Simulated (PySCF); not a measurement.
**BAs: from the state search to spectroscopic constants**

What are the lowest state that PBE0 finds, the bond length, vibrational wavenumber and bond energy of BAs, and how much do these hang on the method?

Method: B x2c-SVPall, As x2c-SVPall, spin-free X2C with a Gaussian nucleus; program: PySCF 2.14.0.

### 1 Input

Settings of the job:

```json
{"atoms": "B, As", "charge": "0", "basis": "B x2c-SVPall, As x2c-SVPall", "Hamiltonian": "spin-free X2C with a Gaussian nucleus", "basis functions": "46", "electrons treated": "38", "masses in u": "11.0093, 74.9216", "levels": "PBE0, PBE, r²SCAN, BP86, MN15, BLYP, HF, MP2, SCS-MP2, CCSD, CCSD(T)", "grid": "80 radial by 434 angular points", "occupations": "held fixed by the projection of orbital angular momentum", "dissociation limit": "B + As, each in its ground configuration", "starting distance in angstrom": "1.990", "values of 2S to try": "0, 2, 4"}
```

On the command line:

```sh
OMP_NUM_THREADS=1 python dia.py task.json out
```

The runs that follow: First curve: PBE0; Higher solutions at PBE0; PBE (GGA); r²SCAN (meta-GGA); BP86 (GGA); MN15; BLYP (GGA); ROHF (mean field); Correlated methods on the Hartree–Fock reference.

**Question.** What will these runs give? Wanted: for each run, Re; ωe; De; μ.

As calculated:

Lowest PBE0 solution found, without spin–orbit coupling: ³Π (triplet), unpaired electrons σ ↑, π ↑. State 2 has its PBE0 minimum 0.14 eV higher, as a spin-mixed determinant (⟨S²⟩ = 1.03), so this is no gap between pure states. State 3 has its PBE0 minimum 0.84 eV higher. State 4 has its PBE0 minimum 0.85 eV higher. The other levels ran on the lowest alone.

| level | Re (Å) | ωe (cm⁻¹) | De (eV) | μ (D) |
| --- | --- | --- | --- | --- |
| ROHF | 1.821 | 901 | 1.26 | -0.53 |
| ROHF-MP2 | 1.848 | 846 | 2.62 | n/a |
| ROHF-SCS-MP2 | 1.851 | 832 | 2.42 | n/a |
| ROHF-CCSD | 1.851 | 826 | 2.25 | n/a |
| ROHF-CCSD(T) | 1.864 | 799 | 2.47 | n/a |
| PBE | 1.862 | 800 | 3.47 | 0.44 |
| BLYP | 1.873 | 773 | 3.28 | 0.49 |
| BP86 | 1.865 | 792 | 3.43 | 0.39 |
| r²SCAN | 1.845 | 835 | 3.33 | 0.10 |
| PBE0 | 1.842 | 839 | 3.15 | 0.20 |
| MN15 | 1.832 | 848 | 3.08 | -0.01 |

De is counted to B + As in their ground configurations. A positive dipole means B(−)As(+).

Differences from CCSD(T) in the same basis:

| level | Re (mÅ) | ωe (%) |
| --- | --- | --- |
| ROHF | -44 | +12.8 |
| ROHF-MP2 | -16 | +5.8 |
| ROHF-SCS-MP2 | -13 | +4.2 |
| ROHF-CCSD | -13 | +3.4 |
| PBE | -2 | +0.1 |
| BLYP | +9 | -3.2 |
| BP86 | +1 | -0.9 |
| r²SCAN | -19 | +4.5 |
| PBE0 | -22 | +5.0 |
| MN15 | -32 | +6.1 |

In words: Against CCSD(T) in the same basis, the bond length is nearest at BP86 (+1 mÅ) and farthest at ROHF (-44 mÅ); the wavenumber is nearest at PBE (+0.1 %) and farthest at ROHF (+12.8 %). Hartree–Fock makes the bond too short and too stiff against this reference, as it mostly does. CCSD(T) in a basis this small is itself some way from its limit, more so than the functionals. Among the levels with a De in the table, it runs from 1.26 eV (ROHF) to 3.47 eV (PBE).

Correlated steps freeze 10 core orbitals.
